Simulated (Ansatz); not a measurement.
# LiTlS2: a single-point run

The task is a single-point run on LiTlS2. The structure is shown as the input types it. The cell is built on a prototype (ordering on zincblende) and needn't be the phase found in nature.

Program: Ansatz 0.2.0. Level of theory: density functional or hybrid calculation with the settings of its input, plane waves (as first typed). These are calculated values, not measurements.

4 further runs of the same task are left out: 4 that didn't finish.

## (1) The starting structure

The structure is tetragonal, space group P-4m2 (No. 115). Conventional cell: a = 4.067 Å, b = 4.067 Å, c = 5.719 Å, α = 90.00°, β = 90.00°, γ = 90.00°. Around Li (site symmetry -4m2) lie 4 S at 2.42 Å. Around S (site symmetry 2mm) lie 2 Li at 2.42 Å and 2 Tl at 2.55 Å. Around Tl (site symmetry -4m2) lie 4 S at 2.55 Å.

Structure file:

```
CELL_PARAMETERS angstrom
4.06677 0.00000 0.00000
0.00000 4.06677 0.00000
0.00000 0.00000 5.71878
ATOMIC_POSITIONS crystal
Li 0.00000 0.00000 0.00000
S 0.00000 0.50000 0.23090
Tl 0.50000 0.50000 0.50000
S 0.50000 0.00000 0.76910
```

## (2) Input and run

Contents of input.yaml:

```yaml
crystal:
  lattice:
    - [4.0667718546, 0.0, 0.0]
    - [0.0, 4.0667718546, 0.0]
    - [0.0, 0.0, 5.718777811]
  atoms:
    - { symbol: Li, position: [0.0, 0.0, 0.0] }
    - { symbol: S, position: [0.0, 0.5, 0.2309016903] }
    - { symbol: Tl, position: [0.5, 0.5, 0.5] }
    - { symbol: S, position: [0.5, 0.0, 0.7690983097] }
kpoints:
  mp_grid: { grid: [4, 4, 4] }
hamiltonian:
  xc: pbe
scf:
  occupations: { method: fixed }
  n_extra_bands: 5
  max_iter: 65
output:
  forces: true
  stress: true
  eigenvalues: true
basis:
  ecutwfc: 80
```

On the command line:

```bash
ansatz run input.yaml --threads 4 --pin off --max-ram 3686MiB --backend cpu --events-out ev --progress --plain --runs-dir out
```

**Question.** How will this run end, and is anything wrong with its input?

This run ends as converged, with warnings (band overlap at count, cutoff below recommended, metallic iterate). Its log warns: «basis.ecutwfc = 80 eV is below the records' recommended 420 eV ...»

In the input, basis.ecutwfc is 80. The basis cutoff is far too low: the plane waves can't represent the orbitals near the cores. The potentials' recommended cutoff is 420 eV.

Run again and compare: delete basis.ecutwfc (the default then holds).
